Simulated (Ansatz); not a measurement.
# C3H4BNS: how energies converge with the basis set

An exercise on one series of results from a longer session: the logs are not shown, and one member is left open.

The runs use Ansatz 0.2.0, Gaussian basis; one geometry, several basis sets.

Plan: PBE0-D4/def2-SVP; ωB97M-V/def2-SVP; PBE0-D4/def2-QZVPP; ωB97M-V/def2-QZVPP; the functionals' def2-TZVPP values are taken from earlier runs.

**The relaxed structure**

An earlier PBE0-D4 in a triple-zeta def2 set relaxation fixed the geometry.

10 atoms, charge 0, spin multiplicity 1.

Atoms are counted from 1 here; the program's logs count them from 0.

Bond lengths: C1–B2 1.559 Å, C1–H7 1.094 Å, C1–H8 1.094 Å, C1–H9 1.092 Å, B2–N3 1.470 Å, B2–S6 1.864 Å, N3–C4 1.233 Å, C4–C5 1.312 Å, C5–S6 1.789 Å, C5–H10 1.071 Å. Angles: B2–C1–H7 110.6°, B2–C1–H8 110.6°, B2–C1–H9 112.2°, H7–C1–H8 106.9°, H7–C1–H9 108.2°, H8–C1–H9 108.2°, C1–B2–N3 124.9°, C1–B2–S6 123.4°, N3–B2–S6 111.7°, B2–N3–C4 92.5°, N3–C4–C5 152.3°, C4–C5–S6 92.7°, C4–C5–H10 138.2°, S6–C5–H10 129.1°, B2–S6–C5 90.9°.

Geometry (Å):

```
atom    x (Å)    y (Å)    z (Å)
  C1  -0.9540  -1.1457   1.0159
  B2  -0.0943  -0.2480   0.0755
  N3   0.6581  -0.7302  -1.0922
  C4   1.0740   0.3995  -1.3579
  C5   1.1617   1.6882  -1.1282
  S6   0.0996   1.5908   0.3086
  H7  -0.3381  -1.9275   1.4695
  H8  -1.7422  -1.6507   0.4501
  H9  -1.4233  -0.5719   1.8181
 H10   1.6417   2.5443  -1.5566
```

The first run:

in.yaml

```yaml
crystal:
  periodic: [false, false, false]
  atoms:
    - {symbol: C, position_ang: [-0.954030, -1.145658, 1.015889]}
    - {symbol: B, position_ang: [-0.094336, -0.248012, 0.075540]}
    - {symbol: N, position_ang: [0.658059, -0.730225, -1.092232]}
    - {symbol: C, position_ang: [1.073981, 0.399542, -1.357879]}
    - {symbol: C, position_ang: [1.161747, 1.688222, -1.128214]}
    - {symbol: S, position_ang: [0.099587, 1.590761, 0.308572]}
    - {symbol: H, position_ang: [-0.338124, -1.927477, 1.469477]}
    - {symbol: H, position_ang: [-1.742150, -1.650728, 0.450126]}
    - {symbol: H, position_ang: [-1.423323, -0.571869, 1.818082]}
    - {symbol: H, position_ang: [1.641689, 2.544343, -1.556563]}
basis:
  gaussian: {orbitals: def2-SVP}
hamiltonian: {xc: pbe0, dispersion: d4}
output: {orbitals: {seedname: orbitals}}
```

Among the steps run: PBE0-D4 in def2-SVP; ωB97M-V in def2-SVP; PBE0-D4 in def2-QZVPP; ωB97M-V in def2-QZVPP.

One table of the session follows, with a row left open; its other results are not shown here.

It belongs to the step «Density functionals: the series». 

| functional | basis | HOMO (eV) | LUMO (eV) |
| --- | --- | --- | --- |
| PBE0-D4 | def2-SVP | ? | ? |
| PBE0-D4 | def2-TZVPP | -6.45 | -2.41 |
| PBE0-D4 | def2-QZVPP | -6.47 | -2.44 |
| ωB97M-V | def2-SVP | -8.52 | -0.06 |
| ωB97M-V | def2-TZVPP | -8.55 | -0.23 |
| ωB97M-V | def2-QZVPP | -8.57 | -0.30 |

Estimate the missing values for PBE0-D4, def2-SVP.

As computed: HOMO (eV): -6.44; LUMO (eV): -2.34. In the column «HOMO (eV)» it is the highest.
